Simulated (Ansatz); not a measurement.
# InHCl₂ (built from SMILES [Cl][InH][Cl]): search for a transition state

Wanted: the transition state of a 1,1-elimination (form Cl2–H3 and break In1–Cl2, In1–H3). The guess is relaxed with those distances held, a saddle search follows, and vibrations and two downhill relaxations check it.

Computed with Ansatz 0.2.0, Gaussian basis. Level: PBE0-D4, def2-SVP first, then def2-TZVP.

143 further runs of the same task are left out: 143 set aside as unsound or not needed.

**1. The starting structure**

The guess: 4 atoms, charge 0, spin multiplicity 1.

Atoms are counted from 1 here; the program's logs count them from 0.

Bond lengths: In1–Cl2 2.851 Å, In1–Cl4 2.624 Å, H3–Cl4 1.400 Å. Angles: Cl2–In1–Cl4 70.2°, In1–Cl4–H3 60.6°.

As a file:

```mol
Cl2HIn
  3D, bonds by distance, orders not assigned

  4  3  0  0  0  0  0  0  0  0999 V2000
    1.4967    0.4247   -0.6626 In  0  0
   -1.1299   -0.5204   -1.2406 Cl  0  0
   -0.4872   -0.1144    0.3421 H   0  0
    0.1205    0.2101    1.5611 Cl  0  0
  1  2  8  0
  1  4  8  0
  3  4  8  0
M  END
```

Distances that are to change: Cl2–H3 1.76 Å, In1–Cl2 2.85 Å, In1–H3 2.29 Å.

**2. Relaxing the guess with the reacting distances held**

Contents of hold/in.yaml:

```yaml
crystal:
  periodic: [false, false, false]
  atoms:
    - {symbol: In, position_ang: [1.496700, 0.424700, -0.662600]}
    - {symbol: Cl, position_ang: [-1.129900, -0.520400, -1.240600]}
    - {symbol: H, position_ang: [-0.487200, -0.114400, 0.342100]}
    - {symbol: Cl, position_ang: [0.120500, 0.210100, 1.561100]}
basis:
  gaussian: {orbitals: def2-SVP}
hamiltonian: {xc: pbe0, dispersion: d4}
relax: {f_tol: 0.08, max_steps: 120, escape_saddle: false, constraints: [{distance: [1, 2]}, {distance: [0, 1]}, {distance: [0, 2]}]}
```

Command:

```console
$ ansatz run in.yaml --threads 2 --pin off --events-out ev --progress --plain --max-ram 4352MiB
```

The runs that follow: A starting Hessian; Saddle search in the small basis; Saddle search in triple zeta; Vibrations at the point found; Relaxing after a step of 0.30 Å one way along the mode; Relaxing after a step of 0.30 Å the other way along the mode.

Q: Predict the outcome of this session. Wanted: imaginary mode; barrier from the start side; barrier from the end side; energy of the step; pairs that change; zero-point energy at the saddle.

As calculated:

| quantity | value |
| --- | --- |
| imaginary mode | 203i cm⁻¹ |
| barrier from the start side | 2.1 kcal/mol |
| barrier from the end side | 2.1 kcal/mol |
| energy of the step | 0.0 kcal/mol |
| pairs that change | In1–Cl4 formed, Cl2–H3 formed, In1–Cl2 broken, H3–Cl4 broken |
| zero-point energy at the saddle | 0.185 eV |

The point has a single imaginary mode (203i cm⁻¹), as a transition state must. The two relaxations don't end on the planned structures: the search found another step. At PBE0-D4/def2-TZVP the electronic barrier is 2.1 kcal/mol, about 3 kT at 298 K, and the step runs 0.0 kcal/mol downhill. A step off the saddle overshot and began above it in energy, so the link to its end is likely but not proven. The ends are the nearest minima, not always the lowest complexes.
